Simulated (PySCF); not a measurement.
**C6H6F2: a tour of settings**

Aim: see how C6H6F2 (`F[C@H]1C=C[C@H](F)C=C1`) answers to the choice of functional, basis, grid and SCF options.

Programs: PySCF 2.14.0, with density-fitted response routines of our own. Each step states its level of theory. These are calculated values for one molecule in the gas phase, unless marked as measured. Atoms are numbered from 0 throughout.

1 further run of the same task is left out (set aside as unsound or not needed).

## 1. Starting geometry

14 atoms, charge 0, multiplicity 1; geometry from: GFN2-xTB.

Bonds of the start (Å): F0–C1 1.40, C1–C2 1.50, C2–C3 1.32, C3–C4 1.50, C4–F5 1.39, C4–C6 1.50, C6–C7 1.32, C7–C1 1.50, C1–H8 1.10, C2–H9 1.08, C3–H10 1.08, C4–H11 1.10, C6–H12 1.08, C7–H13 1.08.

## 2. Shielding tensors: PBE0/pcSseg-1

The job: settings as JSON, then the geometry in Å.

```
{"job": {"kind": "nmr", "xc": "PBE0", "basis": "pcSseg-1"}, "charge": 0, "multiplicity": 1}
F     -1.876754    -0.191669     1.522077
C     -1.461283    -0.114525     0.187124
C     -0.766274     1.195815    -0.033825
C      0.549797     1.294337    -0.113723
C      1.448180     0.105714     0.024154
F      2.518467     0.214820    -0.850626
C      0.733124    -1.189199    -0.200658
C     -0.582818    -1.289991    -0.121525
H     -2.392942    -0.163070    -0.394746
H     -1.398782     2.067906    -0.098156
H      1.045532     2.238097    -0.283375
H      1.903807     0.105231     1.030195
H      1.360281    -2.035836    -0.435647
H     -1.081012    -2.238103    -0.253436
```

Level: GIAO PBE0/pcSseg-1 NMR shielding, non-relativistic, gas phase.

Command:

```
> OMP_NUM_THREADS=1 python probes_run.py task.json out
```

The driver reads the jobs from task.json and runs them one after another.

Standard output:

```text
coarse grid: 12408 points
cycle   1  E = -431.2339090554  dE =  1.207e+00  |g| = 6.657e-01  |ddm| = 3.439e+00
cycle   2  E = -431.1799798455  dE =  5.393e-02  |g| = 9.276e-01  |ddm| = 1.218e+00
cycle   3  E = -431.3100036126  dE = -1.300e-01  |g| = 8.289e-02  |ddm| = 7.612e-01
cycle   4  E = -431.3112190345  dE = -1.215e-03  |g| = 3.660e-02  |ddm| = 1.015e-01
cycle   5  E = -431.3115125478  dE = -2.935e-04  |g| = 9.607e-03  |ddm| = 4.162e-02
cycle   6  E = -431.3115304378  dE = -1.789e-05  |g| = 4.858e-03  |ddm| = 1.215e-02
cycle   7  E = -431.3115363980  dE = -5.960e-06  |g| = 6.283e-04  |ddm| = 4.287e-03
final grid: 122688 points
cycle   8  E = -431.3739469611  dE = -4.301e-05  |g| = 8.279e-03  |ddm| = 3.788e-02
cycle   9  E = -431.3739354237  dE =  1.154e-05  |g| = 1.189e-02  |ddm| = 1.872e-02
cycle  10  E = -431.3739622800  dE = -2.686e-05  |g| = 1.111e-03  |ddm| = 1.036e-02
cycle  11  E = -431.3739625017  dE = -2.217e-07  |g| = 2.517e-04  |ddm| = 1.105e-03
cycle  12  E = -431.3739625115  dE = -9.857e-09  |g| = 9.805e-05  |ddm| = 2.753e-04
cycle  13  E = -431.3739625134  dE = -1.895e-09  |g| = 4.468e-05  |ddm| = 1.097e-04
cycle  14  E = -431.3739625139  dE = -4.978e-10  |g| = 4.676e-06  |ddm| = 4.099e-05
converged SCF energy = -431.3739625139

GIAO shielding tensors (ppm)
atom      isotropic    diamagn.    paramagn.     s11        s22        s33       span
  0 F      364.731     473.389    -108.657    341.834    349.238    403.122     61.288
  1 C      104.799     239.257    -134.459     72.467     84.975    156.954     84.486
  2 C       52.807     255.301    -202.494    -58.660     54.542    162.538    221.198
  3 C       41.015     254.168    -213.153    -70.401     48.052    145.393    215.794
  4 C      100.715     243.441    -142.726     72.116     82.939    147.090     74.975
  5 F      382.579     472.480     -89.901    324.755    407.620    415.364     90.609
  6 C       40.986     254.162    -213.176    -70.507     48.101    145.363    215.870
  7 C       52.796     255.309    -202.513    -58.716     54.579    162.525    221.241
  8 H       26.205      28.619      -2.414     23.701     24.875     30.039      6.338
  9 H       25.215      29.944      -4.729     23.108     25.205     27.331      4.224
 10 H       24.801      29.891      -5.090     22.429     24.714     27.259      4.831
 11 H       26.069      28.332      -2.263     21.945     26.602     29.659      7.714
 12 H       24.797      29.889      -5.091     22.424     24.710     27.258      4.834
 13 H       25.217      29.950      -4.733     23.108     25.205     27.339      4.231
```

Wall time 50 s (1 thread, shared host).

The references, computed at this level on geometries of the same kind, shield at (ppm): 1H TMS 31.72, 13C TMS 186.9, 19F CFCl3 170.9. Their shielding less the atom's gives the shift. The references are single molecules in the gas phase, so shifts against H2O, NH3, PH3, H3PO4 or CFCl3 are not on the usual liquid scales and can be off by tens of ppm. Atoms listed in one row are averaged.

```
            atoms                                environment  σ (ppm)  δ (ppm)  δ scaled to CDCl3
   C2, C3, C6, C7                                  alkene CH     46.9    140.0              134.7
           C1, C4                 allylic sp3 CH bonded to F    102.8     84.2               80.2
H9, H10, H12, H13                   hydrogen on an alkene CH    25.01     6.71               6.43
          H8, H11  hydrogen on an allylic sp3 CH bonded to F    26.14     5.58               5.37
           F0, F5                  fluorine on an sp3 carbon    373.7   -202.7                  –
```

The scaled column applies a straight-line fit of computed shieldings to shifts measured in CDCl3, and one for carbons that bear F (root-mean-square error 0.16 ppm for H, 1.9 ppm for C).

Charges from the same density, by scheme (e):

```
         atoms  Mulliken    IAO  Hirshfeld  ESP fit
        F0, F5     -0.34  -0.33      -0.13    -0.28
        C1, C4      0.25   0.16       0.06     0.39
C2, C3, C6, C7     -0.14  -0.16      -0.05    -0.23
```

Mayer bond orders: F0–C1 0.88, C1–C2 1.03, C2–C3 1.88, C3–C4 1.03, C4–F5 0.85, C4–C6 1.03, C6–C7 1.88, C7–C1 1.03.

Ring of atoms C1, C2, C3, C4, C6, C7: NICS(0) 0.3, NICS(1) -2.6, NICS(1)zz -0.6 ppm (means of both faces).

## 3. TDDFT and polarisability: PBE0/def2-SVPD

Settings changed since step 2:

```diff
@@ -1,2 +1,2 @@
-{"job": {"kind": "nmr", "xc": "PBE0", "basis": "pcSseg-1"}, "charge": 0, "multiplicity": 1}
+{"job": {"kind": "uv", "xc": "PBE0", "basis": "def2-SVPD", "nstates": 6, "ntriplets": 2}, "charge": 0, "multiplicity": 1}
 F     -1.876754    -0.191669     1.522077
```

Level: TDDFT PBE0/def2-SVPD, vertical, gas phase, core orbitals frozen in the response.

Standard output:

```text
coarse grid: 12408 points
cycle   1  E = -430.9940326550  dE =  1.133e+00  |g| = 6.076e-01  |ddm| = 1.010e+01
cycle   2  E = -430.9413113317  dE =  5.272e-02  |g| = 8.564e-01  |ddm| = 2.375e+00
cycle   3  E = -431.0626351578  dE = -1.213e-01  |g| = 8.616e-02  |ddm| = 1.500e+00
cycle   4  E = -431.0639497822  dE = -1.315e-03  |g| = 3.563e-02  |ddm| = 3.226e-01
cycle   5  E = -431.0642421962  dE = -2.924e-04  |g| = 8.359e-03  |ddm| = 1.344e-01
cycle   6  E = -431.0642539809  dE = -1.178e-05  |g| = 4.985e-03  |ddm| = 2.893e-02
cycle   7  E = -431.0642604749  dE = -6.494e-06  |g| = 4.532e-04  |ddm| = 1.118e-02
final grid: 122688 points
cycle   8  E = -431.1269416517  dE = -3.907e-05  |g| = 8.290e-03  |ddm| = 2.501e-01
cycle   9  E = -431.1269280402  dE =  1.361e-05  |g| = 1.213e-02  |ddm| = 4.992e-02
cycle  10  E = -431.1269569977  dE = -2.896e-05  |g| = 1.043e-03  |ddm| = 2.914e-02
cycle  11  E = -431.1269572122  dE = -2.144e-07  |g| = 2.416e-04  |ddm| = 2.584e-03
cycle  12  E = -431.1269572236  dE = -1.146e-08  |g| = 6.240e-05  |ddm| = 1.205e-03
cycle  13  E = -431.1269572240  dE = -4.059e-10  |g| = 4.681e-05  |ddm| = 3.205e-04
cycle  14  E = -431.1269572246  dE = -5.401e-10  |g| = 5.301e-06  |ddm| = 1.024e-04
converged SCF energy = -431.1269572246

Static polarisability (au): isotropic 67.665, principal 50.989 65.705 86.301

Singlet excitations
state   eV       nm        f      main configurations
  1   5.8873    210.6   0.00098   H->L 0.94
  2   6.3408    195.5   0.05932   H-1->L 0.70, H->L+1 0.30
  3   6.7503    183.7   0.00340   H-2->L 0.95
  4   7.2651    170.7   0.00519   H-1->L+1 0.94
  5   7.3041    169.7   0.00044   H-3->L 0.96
  6   7.4484    166.5   0.19121   H-2->L+1 0.50, H->L+1 0.31, H-1->L 0.13

Triplet excitations (Tamm-Dancoff, eV): 4.1891 4.3255
```

Wall time 80 s (1 thread, shared host).

The orbitals next to the gap, with their largest atomic shares:

```
orbital     eV                      atoms
 HOMO−3  -9.89  F0 41 %, C1 19 %, H8 13 %
 HOMO−2  -9.34  C1 13 %, C2 12 %, C7 12 %
 HOMO−1  -8.42  C7 17 %, C2 17 %, C6 15 %
   HOMO  -8.06  C3 20 %, C6 20 %, C2 19 %
   LUMO  -1.05  C6 15 %, C3 15 %, C7 14 %
 LUMO+1  -0.11  C2 19 %, C7 18 %, C3 18 %
 LUMO+2   0.79  C7 13 %, C2 13 %, H8 12 %
```

With each of the 6 states as a Gaussian band of 0.4 eV half-width at 1/e, the curve within the window shown has maxima at 195 nm (ε 2,500), 167 nm (ε 7,900) L/(mol cm). Beyond the last state computed it falls off for lack of states. The curve at chosen wavelengths:

(nm, ε (L/mol/cm)): (160, 4466), (163, 6745), (166, 7907), (169, 7395), (172, 5674), (175, 3710), (178, 2238), (181, 1505), (184, 1404), (187, 1688), (190, 2091), (193, 2392), (196, 2459), (198, 2358), (201, 2034), (204, 1596), (207, 1150), (210, 769), (213, 482), (216, 286), (219, 163), (222, 90), (225, 48), (228, 26), (231, 14), (234, 7)

Further results of this job:

```
           property  computed
  dipole moment (D)      0.80
polarisability (Å³)     10.03
 HOMO–LUMO gap (eV)      7.01
      −ε(HOMO) (eV)      8.06
```

## 4. NMR shieldings: HSE06/MINI

Settings changed since step 3:

```diff
@@ -1,2 +1,2 @@
-{"job": {"kind": "uv", "xc": "PBE0", "basis": "def2-SVPD", "nstates": 6, "ntriplets": 2}, "charge": 0, "multiplicity": 1}
+{"job": {"kind": "nmr", "xc": "HSE06", "basis": "MINI", "pop": false}, "charge": 0, "multiplicity": 1}
 F     -1.876754    -0.191669     1.522077
```

Level: GIAO HSE06/MINI NMR shielding, non-relativistic, gas phase.

Standard output:

```text
coarse grid: 12408 points
cycle   1  E = -428.1255791234  dE =  1.446e+00  |g| = 4.582e-01  |ddm| = 6.005e+00
cycle   2  E = -428.1126774655  dE =  1.290e-02  |g| = 5.410e-01  |ddm| = 1.687e+00
cycle   3  E = -428.2087285598  dE = -9.605e-02  |g| = 4.948e-02  |ddm| = 9.016e-01
cycle   4  E = -428.2092050352  dE = -4.765e-04  |g| = 3.561e-02  |ddm| = 1.348e-01
cycle   5  E = -428.2096062350  dE = -4.012e-04  |g| = 1.124e-02  |ddm| = 6.574e-02
cycle   6  E = -428.2096496317  dE = -4.340e-05  |g| = 1.013e-03  |ddm| = 1.887e-02
cycle   7  E = -428.2096500153  dE = -3.837e-07  |g| = 1.325e-04  |ddm| = 2.140e-03
final grid: 122688 points
cycle   8  E = -428.2619093354  dE = -1.066e-05  |g| = 4.205e-03  |ddm| = 1.760e-02
cycle   9  E = -428.2619088350  dE =  5.005e-07  |g| = 4.438e-03  |ddm| = 1.494e-02
cycle  10  E = -428.2619157427  dE = -6.908e-06  |g| = 1.587e-04  |ddm| = 7.673e-03
cycle  11  E = -428.2619157492  dE = -6.473e-09  |g| = 8.337e-05  |ddm| = 3.631e-04
cycle  12  E = -428.2619157512  dE = -2.007e-09  |g| = 3.007e-05  |ddm| = 1.617e-04
cycle  13  E = -428.2619157515  dE = -3.035e-10  |g| = 6.669e-06  |ddm| = 5.280e-05
converged SCF energy = -428.2619157515

GIAO shielding tensors (ppm)
atom      isotropic    diamagn.    paramagn.     s11        s22        s33       span
  0 F      426.793     455.596     -28.803    392.033    423.994    464.353     72.320
  1 C      163.062     231.910     -68.848    139.037    139.850    210.298     71.260
  2 C      118.659     239.924    -121.265     39.702    109.181    207.094    167.392
  3 C      110.353     240.184    -129.831     33.421    102.901    194.737    161.316
  4 C      160.365     233.414     -73.049    135.615    143.744    201.738     66.123
  5 F      432.772     455.431     -22.659    364.704    418.637    514.974    150.271
  6 C      110.336     240.189    -129.853     33.349    102.955    194.703    161.354
  7 C      118.645     239.919    -121.274     39.650    109.190    207.094    167.444
  8 H       25.782      25.589       0.192     21.839     22.434     33.072     11.233
  9 H       23.755      26.894      -3.139     20.003     24.082     27.179      7.176
 10 H       23.404      26.762      -3.358     19.850     24.611     25.753      5.903
 11 H       26.114      23.770       2.344     20.958     23.728     33.655     12.697
 12 H       23.401      26.760      -3.359     19.848     24.608     25.748      5.901
 13 H       23.757      26.900      -3.143     20.001     24.085     27.184      7.183
```

Wall time 23 s (1 thread, shared host).

In short: δ C2 111.6, C1 64.4, F0 -193.1, H9 7.13, H8 4.76 ppm (means over like atoms).

## 5. Spin-spin couplings: LC-wPBE/6-31++G**

Settings changed since step 4:

```diff
@@ -1,2 +1,2 @@
-{"job": {"kind": "nmr", "xc": "HSE06", "basis": "MINI", "pop": false}, "charge": 0, "multiplicity": 1}
+{"job": {"kind": "j", "xc": "LC-wPBE", "basis": "6-31++G**", "scf": {"aux": "def2-universal-jfit", "max_cycle": 52}}, "charge": 0, "multiplicity": 1}
 F     -1.876754    -0.191669     1.522077
```

Level: LC-wPBE/6-31++G** indirect spin-spin coupling, non-relativistic, gas phase.

Standard output:

```text
final grid: 122688 points
cycle   1  E = -431.5279748741  dE =  1.657e+00  |g| = 7.163e-01  |ddm| = 5.644e+00
cycle   2  E = -431.5417122974  dE = -1.374e-02  |g| = 7.807e-01  |ddm| = 4.258e+00
cycle   3  E = -431.6359770421  dE = -9.426e-02  |g| = 6.044e-02  |ddm| = 1.294e+00
cycle   4  E = -431.6368861830  dE = -9.091e-04  |g| = 2.733e-02  |ddm| = 5.778e-01
cycle   5  E = -431.6370819446  dE = -1.958e-04  |g| = 5.414e-03  |ddm| = 1.152e-01
cycle   6  E = -431.6370924667  dE = -1.052e-05  |g| = 1.682e-03  |ddm| = 3.044e-02
cycle   7  E = -431.6370934806  dE = -1.014e-06  |g| = 1.012e-03  |ddm| = 1.623e-02
cycle   8  E = -431.6370937918  dE = -3.112e-07  |g| = 1.523e-04  |ddm| = 1.114e-02
cycle   9  E = -431.6370938159  dE = -2.407e-08  |g| = 3.529e-05  |ddm| = 4.959e-03
cycle  10  E = -431.6370938170  dE = -1.122e-09  |g| = 1.400e-05  |ddm| = 7.167e-04
cycle  11  E = -431.6370938171  dE = -1.054e-10  |g| = 4.009e-06  |ddm| = 1.144e-04
converged SCF energy = -431.6370938171

Indirect spin-spin couplings (Hz)
  i      j    bonds     total        FC       PSO       DSO        SD
  0 F    1 C    1   -153.499  -207.535    33.244     0.983    19.809
  0 F    2 C    2      2.487     6.592    -3.227     0.088    -0.967
  0 F    3 C    3     17.403    19.936    -2.268    -0.140    -0.125
  0 F    4 C    4     -7.200    -7.189     0.112    -0.012    -0.111
  0 F    5 F    5     22.657    24.833    -2.093    -0.905     0.822
  0 F    6 C    3     17.374    19.917    -2.272    -0.140    -0.132
  0 F    7 C    2      2.465     6.562    -3.228     0.087    -0.956
  0 F    8 H    2     40.542    37.052     7.910    -0.626    -3.795
  0 F    9 H    3      5.537     4.991     0.917    -0.491     0.119
  0 F   10 H    4     -8.037    -8.137     0.392    -1.182     0.889
  0 F   11 H    5     31.823    31.615     0.144     0.009     0.055
  0 F   12 H    4     -8.045    -8.147     0.392    -1.182     0.892
  0 F   13 H    3      5.508     4.966     0.919    -0.496     0.119
  1 C    2 C    1     68.757    69.394    -0.943     0.305         -
  1 C    3 C    2     -0.003    -0.139     0.113     0.023         -
  1 C    4 C    3      3.408     3.509    -0.158     0.057         -
  1 C    5 F    4     -3.096    -2.921    -0.025    -0.187     0.036
  1 C    6 C    2     -0.012    -0.149     0.114     0.023         -
  1 C    7 C    1     68.783    69.420    -0.942     0.305         -
  1 C    8 H    1    166.875   166.051    -0.416     1.240         -
  1 C    9 H    2      0.819     1.005    -0.122    -0.064         -
  1 C   10 H    3      6.841     6.982     0.249    -0.390         -
  1 C   11 H    4     -2.677    -2.591    -0.010    -0.076         -
  1 C   12 H    3      6.835     6.976     0.249    -0.390         -
  1 C   13 H    2      0.836     1.023    -0.122    -0.064         -
  2 C    3 C    1     99.246   108.016    -9.002     0.232         -
  2 C    4 C    2      1.924     1.947    -0.050     0.027         -
  2 C    5 F    3     12.209    14.092    -0.816    -0.262    -0.805
  2 C    6 C    3      3.107     3.176    -0.090     0.021         -
  2 C    7 C    2      1.155     1.195    -0.079     0.039         -
  2 C    8 H    2     -4.725    -4.588    -0.139     0.001         -
  2 C    9 H    1    169.275   168.496    -0.191     0.970         -
  2 C   10 H    2     -6.104    -4.374    -1.342    -0.388         -
  2 C   11 H    3      8.126     8.251     0.081    -0.206         -
  2 C   12 H    4     -0.672    -0.482     0.202    -0.392         -
  2 C   13 H    3      4.522     4.712     0.219    -0.410         -
  3 C    4 C    1     69.949    70.940    -1.301     0.310         -
  3 C    5 F    2     14.333    16.048    -2.388     0.068     0.605
  3 C    6 C    2     -0.651    -0.392    -0.298     0.039         -
  3 C    7 C    3      3.114     3.184    -0.091     0.021         -
  3 C    8 H    3      6.842     6.993     0.234    -0.386         -
  3 C    9 H    2     -5.126    -3.382    -1.362    -0.382         -
  3 C   10 H    1    170.458   169.822    -0.350     0.986         -
  3 C   11 H    2     -8.713    -8.716    -0.042     0.045         -
  3 C   12 H    3      3.414     3.633     0.195    -0.413         -
  3 C   13 H    4     -1.275    -1.089     0.208    -0.395         -
  4 C    5 F    1   -151.473  -200.585    29.429     0.987    18.696
  4 C    6 C    1     69.984    70.976    -1.302     0.310         -
  4 C    7 C    2      1.928     1.951    -0.051     0.027         -
  4 C    8 H    4     -1.509    -1.403     0.172    -0.278         -
  4 C    9 H    3      7.857     7.995     0.246    -0.384         -
  4 C   10 H    2     -1.399    -1.279    -0.065    -0.056         -
  4 C   11 H    1    168.828   167.943    -0.408     1.294         -
  4 C   12 H    2     -1.403    -1.283    -0.064    -0.056         -
  4 C   13 H    3      7.860     7.999     0.246    -0.384         -
  5 F    6 C    2     14.444    16.158    -2.385     0.068     0.603
  5 F    7 C    3     12.242    14.114    -0.804    -0.262    -0.806
  5 F    8 H    5      6.791     7.559     0.484    -1.056    -0.196
  5 F    9 H    4     -2.472    -1.968     0.596    -1.228     0.127
  5 F   10 H    3     11.072    10.632     0.494     0.181    -0.236
  5 F   11 H    2     36.917    34.086     7.099    -0.639    -3.630
  5 F   12 H    3     11.168    10.733     0.488     0.184    -0.237
  5 F   13 H    4     -2.466    -1.962     0.599    -1.227     0.124
  6 C    7 C    1     99.187   107.960    -9.005     0.232         -
  6 C    8 H    3      6.840     6.990     0.235    -0.386         -
  6 C    9 H    4     -1.268    -1.082     0.208    -0.395         -
  6 C   10 H    3      3.419     3.638     0.195    -0.414         -
  6 C   11 H    2     -8.701    -8.703    -0.042     0.044         -
  6 C   12 H    1    170.499   169.864    -0.351     0.986         -
  6 C   13 H    2     -5.139    -3.393    -1.364    -0.382         -
  7 C    8 H    2     -4.718    -4.581    -0.139     0.002         -
  7 C    9 H    3      4.521     4.712     0.219    -0.410         -
  7 C   10 H    4     -0.670    -0.480     0.202    -0.392         -
  7 C   11 H    3      8.126     8.252     0.080    -0.207         -
  7 C   12 H    2     -6.117    -4.387    -1.343    -0.387         -
  7 C   13 H    1    169.231   168.451    -0.190     0.970         -
  8 H    9 H    3      5.227     5.092     0.053     0.082         -
  8 H   10 H    4     -1.446    -0.912     1.088    -1.623         -
  8 H   11 H    5      3.243     3.761     1.093    -1.611         -
  8 H   12 H    4     -1.437    -0.904     1.088    -1.621         -
  8 H   13 H    3      5.235     5.098     0.050     0.087         -
  9 H   10 H    3     11.605    11.968     0.046    -0.409         -
  9 H   11 H    4     -4.799    -4.293     1.000    -1.506         -
  9 H   12 H    5     -0.445     0.169     1.183    -1.798         -
  9 H   13 H    4      0.549     1.109     1.227    -1.788         -
 10 H   11 H    3      3.419     3.581     0.625    -0.786         -
 10 H   12 H    4      1.258     1.846     1.280    -1.868         -
 10 H   13 H    5     -0.445     0.170     1.183    -1.798         -
 11 H   12 H    3      3.404     3.569     0.631    -0.796         -
 11 H   13 H    4     -4.803    -4.296     1.003    -1.510         -
 12 H   13 H    3     11.614    11.976     0.045    -0.407         -
```

Run time: 1.9 min. Hardware: 1 thread, shared host.

The run ended normally, but its values are not to be used for the molecule: the fitting basis def2-universal-jfit is not made for Coulomb and exchange fitting here. Its HOMO lies at -10.78 eV, against -8.02 eV in step 2 (PBE0/pcSseg-1), a different level, so the two don't compare directly.

## 6. Side by side: NMR shifts

Shifts (ppm), means over like atoms, with basis size and wall time:

```
          run     C2    C1    H9    H8      F0  functions  time
PBE0/pcSseg-1  140.0  84.2  6.71  5.58  -202.7        166  50 s
   HSE06/MINI  111.6  64.4  7.13  4.76  -193.1         46  23 s
```

## 7. Results

```
                                                                 quantity                                            value
  13C shifts against TMS (PBE0/pcSseg-1, means over atoms taken as alike)                                  140.0, 84.2 ppm
   1H shifts against TMS (PBE0/pcSseg-1, means over atoms taken as alike)                                   6.71, 5.58 ppm
19F shifts against CFCl3 (PBE0/pcSseg-1, means over atoms taken as alike)                                       -202.7 ppm
                                          lowest singlet (PBE0/def2-SVPD)                      5.89 eV (211 nm), f = 0.001
                                 brightest single state of those computed                      state 6, 7.45 eV, f = 0.191
                                                           lowest triplet                                          4.19 eV
                                                 range of the shift of C2                               111.6 to 140.0 ppm
                                            property runs in this session  4, of which 0 failed and 2 gave unsound results
```

**Reading.** Single values in the summary come from the first run of each kind that ended normally (PBE0/pcSseg-1; PBE0/def2-SVPD), which need not be the best level. The most deshielded carbon is C2, C3, C6, C7 (mean) (alkene CH), at 140.0 ppm: the olefinic region. H9, H10, H12, H13 (mean) (hydrogen on an alkene CH) lies farthest downfield among hydrogen, at 6.71 ppm; olefinic region. At PBE0/pcSseg-1: The largest span, 219 ppm, is at C2, C3, C6, C7, where the paramagnetic term is -208 ppm. The lowest singlet, at 5.89 eV, is HOMO→LUMO 0.94 and is dark; of the 6 states computed, the strongest absorption comes from state 6 at 7.45 eV (the last computed, so partners may be missing). The lowest triplet lies 1.70 eV below the lowest singlet (triplets in Tamm-Dancoff, singlets in full TDDFT). Across the 2 runs the shift of C2 (with its like atoms) moves most, between 111.6 (HSE06/MINI) and 140.0 ppm (PBE0/pcSseg-1). A minimal basis is unusable for shieldings, so that end is no result.
